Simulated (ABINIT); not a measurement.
HfMoC2:

```
CELL_PARAMETERS angstrom
3.19142 0.00000 0.00000
0.00000 3.19142 0.00000
0.00000 0.00000 4.48516
ATOMIC_POSITIONS crystal
Hf 0.00000 0.00000 0.00000
Mo 0.50000 0.50000 0.50000
C 0.50000 0.50000 0.00000
C 0.00000 0.00000 0.50000
```

The cell comes from a database or a generator and needn't be the stable form of this composition.

Base run:

```yaml
Program: ABINIT 10.8.3 (patched build)
Functional: LDA
Potentials_or_basis: JTH PAW LDA v2.0
Cutoff: 517 eV
k_mesh: 8 × 8 × 6
Occupations: fermi-dirac, width 0.05 eV
Spin: no spin polarisation
```

Its results: band gap on the k mesh none (metal or under the smearing width); pressure -14.4 GPa.

The run is repeated on the same cell with these changes: functional from LDA to PBEsol; potentials or basis from JTH PAW LDA v2.0 to PseudoDojo NC SR PBEsol v0.4.1 standard; cutoff from 517 eV to 1116 eV. What comes out?

Band gap on the k mesh none (metal or under the smearing width); pressure -8.4 GPa.

Caveats: the highest band is partly filled, so the run has too few bands; spin-orbit coupling is left out, which moves the levels of the heavy elements.
